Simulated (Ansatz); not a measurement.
# GaH2F (SMILES [F][GaH2]): single points off equilibrium

The task here is to estimate one member of a computed series from the others.

The runs use Ansatz 0.2.0, Gaussian basis; single points in def2-TZVPP.

Correlated methods freeze the cores. Filled d shells of the heavier atoms are correlated.

### The starting structure

SMILES `[F][GaH2]`, 4 atoms, charge 0, spin multiplicity 1.

Atoms are counted from 1 here; the program's logs count them from 0.

Bond lengths: F1–Ga2 1.757 Å, Ga2–H3 1.523 Å, Ga2–H4 1.552 Å. Angles: F1–Ga2–H3 117.8°, F1–Ga2–H4 110.7°, H3–Ga2–H4 131.5°.

Geometry (Å):

```xyz
4
charge 0, multiplicity 1
F    -0.5715   -0.5247    1.4559
Ga    0.0030    0.0378   -0.1065
H    -0.8735   -0.2281   -1.3235
H     1.3560    0.7834    0.0435
```

The first run:

Input file run/in.yaml:

```yaml
crystal:
  periodic: [false, false, false]
  atoms:
    - {symbol: F, position_ang: [-0.571500, -0.524700, 1.455900]}
    - {symbol: Ga, position_ang: [0.003000, 0.037800, -0.106500]}
    - {symbol: H, position_ang: [-0.873500, -0.228100, -1.323500]}
    - {symbol: H, position_ang: [1.356000, 0.783400, 0.043500]}
basis:
  gaussian: {orbitals: def2-TZVPP}
correlation: {method: ccsd_t}
output: {forces: true}
```

The run is started by

```bash
> ansatz run in.yaml --threads 4 --pin off --events-out ev --progress --plain --max-ram 5222MiB
```

Among the steps run: CCSD(T)/def2-TZVPP; PBE0-D4/def2-TZVPP; wB97M-V/def2-TZVPP; r2SCAN-D4/def2-TZVPP; PBE-D4/def2-TZVPP; r2SCANh-D4/def2-TZVPP; wB97X-V/def2-TZVPP.

One of the session's tables, all rows but one given; the rest of the session is left out.

| method | RMS force component (eV/Å) | angle to CCSD(T) forces (°) | dipole (D) |
| --- | --- | --- | --- |
| CCSD(T) | 0.212 | reference | 2.20 |
| PBE0-D4 | 0.224 | 9.6 | 2.23 |
| wB97M-V | 0.206 | 18.9 | 2.23 |
| r2SCAN-D4 | 0.203 | 7.4 | 2.13 |
| PBE-D4 | 0.304 | 47.0 | 2.06 |
| r2SCANh-D4 | 0.211 | 12.0 | 2.19 |
| wB97X-V | ? | ? | ? |

**Question.** Estimate the row for wB97X-V.

The run gave: RMS force component (eV/Å): 0.214; angle to CCSD(T) forces (°): 10.4; dipole (D): 2.23. In the column «RMS force component (eV/Å)» it lies between CCSD(T) (0.212) and PBE0-D4 (0.224).

Limits of these values: CCSD(T) in triple zeta still lacks some correlation energy of the bonds, so part of these gaps is its own basis error and they don't rank the functionals.
